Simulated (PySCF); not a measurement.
# ClGdO (Gd(O)(Cl)): the cost of one run

Computed with PySCF 2.14.0. Level: several levels, as the steps say, no spin–orbit coupling.

1 further run of the same task is left out (for a known fault of the program).

### Step 1. Starting geometry

3 atoms, charge 0, spin multiplicity 1.

Bond lengths: Gd1–O2 1.828 Å, Gd1–Cl3 2.544 Å. Angles: O2–Gd1–Cl3 115.1°.

As a file:

```xyz
3
charge 0, multiplicity 1
Gd    0.2567    0.0000   -0.4046
O     1.7667    0.0000    0.6265
Cl   -1.9339    0.0000    0.8894
```

Formal oxidation states: Gd +3. Each metal's 7 4f electrons lie in its core potential, so multiplicities, spins and levels count the valence alone. An earlier session relaxed this geometry at PBE0, Gd lcecp-1-SVP with ECP53, O def2-SVP, Cl def2-SVP (singlet, point group Cs).

At PBE0 on the finer grid: E = -570.987339 Eh, HOMO -7.03 eV, LUMO -2.46 eV, Mulliken charge on Gd1 +0.82 e, largest force component 0.010 eV/Å. 

Levels to run: B3LYP; M06-L; PBE0, TZVP. Hardware: 2 threads of Arm Neoverse V1, shared host.

### Step 2. B3LYP

run.py (the lines that set the calculation)

```python
mol = gto.M(atom='''
Gd     0.25672     0.00000    -0.40459
O      1.76671     0.00000     0.62651
Cl    -1.93393     0.00000     0.88940''',
    basis={'Gd': 'lcecp-1-SVP', 'O': 'def2-SVP', 'Cl': 'def2-SVP'},
    ecp={'Gd': 'lcecp-1-SVP'},
    charge=0, spin=0)
mf = dft.RKS(mol, xc='B3LYP')
mf.grids.atom_grid = (75, 302)  # f atoms: unpruned, at least (60, 302)
mf = mf.density_fit()  # fitting sets: Gd AutoAux, O def2-universal-JKFIT, Cl def2-universal-JKFIT
mf.conv_tol = 1e-08; mf.max_cycle = 55
mf.kernel(dm0)  # dm0: the density of the relaxed state
```

Run with:

```
$ OMP_NUM_THREADS=2 python run.py
```

**Question.** How long does this run take on 2 threads of Arm Neoverse V1, shared host?

About 1.8 s.
